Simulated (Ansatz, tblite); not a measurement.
**The cluster Cu₃H₃+: one state, many levels**

Aim: run the doublet of the cluster Cu₃H₃+ at one geometry on many levels, and compare frontier levels, spin and run time.

The runs use Ansatz 0.2.0, Gaussian basis; as each input shows.

The runs, in order: GFN1-xTB, GFN2-xTB, PBE-D4/def2-TZVP, r2SCAN-D4/def2-TZVP, HF/def2-TZVP, ωB97M-V/def2-TZVP, revPBE-D4/def2-TZVP, B2PLYP/def2-TZVP, BHLYP-D4/def2-TZVP, r2SCAN0-D4/def2-TZVP, BLYP-D4/def2-TZVP, PBE-D4/def2-SVP, PBE0-D4/def2-SVP, CCSD(T)/def2-TZVP, RPA/def2-TZVP.

**1. The relaxed structure**

The geometry is that of the doublet, from an earlier relaxation (r2SCAN-D4/def2-SVP). At that level it is the lowest of the isomers that a small search found.

6 atoms, charge 1, spin multiplicity 2.

Bond lengths: Cu1–Cu2 2.353 Å, Cu1–Cu3 2.333 Å, Cu1–H4 1.604 Å, Cu1–H5 1.612 Å, Cu2–Cu3 2.513 Å, Cu2–H4 1.704 Å, Cu2–H6 1.611 Å, Cu3–H5 1.707 Å, Cu3–H6 1.601 Å. Angles: Cu2–Cu1–Cu3 64.9°, Cu2–Cu1–H4 46.4°, Cu2–Cu1–H5 111.9°, Cu3–Cu1–H4 111.2°, Cu3–Cu1–H5 47.0°, H4–Cu1–H5 158.3°, Cu1–Cu2–Cu3 57.2°, Cu1–Cu2–H4 43.0°, Cu1–Cu2–H6 95.6°, Cu3–Cu2–H4 100.1°, Cu3–Cu2–H6 38.4°, H4–Cu2–H6 138.5°, Cu1–Cu3–Cu2 58.0°, Cu1–Cu3–H5 43.7°, Cu1–Cu3–H6 96.6°, Cu2–Cu3–H5 101.7°, Cu2–Cu3–H6 38.7°, H5–Cu3–H6 140.3° and more.

No spin-orbit coupling is included. The ion is computed in the gas phase, without counter-ions or solvent.

PBE0-D4/def2-TZVP was run before; its log isn't repeated, and its numbers join the tables.

**2. GFN1-xTB**

Tight binding, by tblite at 300 K electronic temperature and without a spin-polarisation term:

```python
tblite.interface.Calculator('GFN1-xTB', numbers, positions, charge=1, uhf=1).singlepoint()
```

Energy -399.1895 eV; 0.004 s.

**3. GFN2-xTB**

Tight binding, by tblite at 300 K electronic temperature and without a spin-polarisation term:

```python
tblite.interface.Calculator('GFN2-xTB', numbers, positions, charge=1, uhf=1).singlepoint()
```

Energy -348.7166 eV; 0.003 s.

**4. PBE-D4/def2-TZVP**

start.molden holds the orbitals of an earlier run on this state, given as this run's starting guess.

in.yaml reads:

```yaml
crystal:
  periodic: [false, false, false]
  atoms:
    - {symbol: Cu, position_ang: [1.253992, 0.066760, -0.041667]}
    - {symbol: Cu, position_ang: [-0.805653, 1.075502, -0.567260]}
    - {symbol: Cu, position_ang: [-0.634239, -1.141611, 0.602808]}
    - {symbol: H, position_ang: [0.846857, 1.439601, -0.763662]}
    - {symbol: H, position_ang: [1.057007, -1.347013, 0.706549]}
    - {symbol: H, position_ang: [-1.717964, -0.093240, 0.063232]}
basis:
  gaussian: {orbitals: def2-TZVP, initial_orbitals: start.molden}
total_charge: 1
magnetization: {spin_polarized: true, initial_magnetization: 1}
hamiltonian: {xc: pbe, dispersion: d4}
scf: {omitted_lower_state_checks: [starts]}
output: {orbitals: {seedname: orbitals}}
```

Started as:

```bash
$ ansatz run in.yaml --threads 4 --pin off --events-out ev --progress --plain --max-ram 3916MiB
```

After this run come: r2SCAN-D4/def2-TZVP; HF/def2-TZVP; ωB97M-V/def2-TZVP; revPBE-D4/def2-TZVP; B2PLYP/def2-TZVP; BHLYP-D4/def2-TZVP; r2SCAN0-D4/def2-TZVP; BLYP-D4/def2-TZVP; PBE-D4/def2-SVP; PBE0-D4/def2-SVP; CCSD(T)/def2-TZVP; RPA/def2-TZVP.

Q: Predict the results of all the runs planned. Wanted: gap in def2-TZVP, named functionals and Hartree-Fock, smallest and largest; correlation energy, CCSD(T)/def2-TZVP; ⟨S²⟩ in def2-TZVP, named functionals and Hartree-Fock, smallest and largest; PBE0 total energy, smallest basis above largest.

As calculated:

| quantity | value |
| --- | --- |
| gap in def2-TZVP, named functionals and Hartree-Fock, smallest and largest | 0.46 eV (BLYP-D4), 11.62 eV (HF) |
| correlation energy, CCSD(T)/def2-TZVP | -32.12 eV |
| ⟨S²⟩ in def2-TZVP, named functionals and Hartree-Fock, smallest and largest | 0.751, 0.775 |
| PBE0 total energy, smallest basis above largest | 19.57 eV (def2-SVP, def2-TZVP) |

In words: Over the named functionals and Hartree-Fock in def2-TZVP the gap runs from 0.46 eV (BLYP-D4) to 11.62 eV (HF); exact exchange widens it. Over the named functionals and Hartree-Fock in def2-TZVP spin contamination reaches 0.02 (BHLYP-D4), which is small. Notes on CCSD(T)/def2-TZVP: large T1 diagnostic.
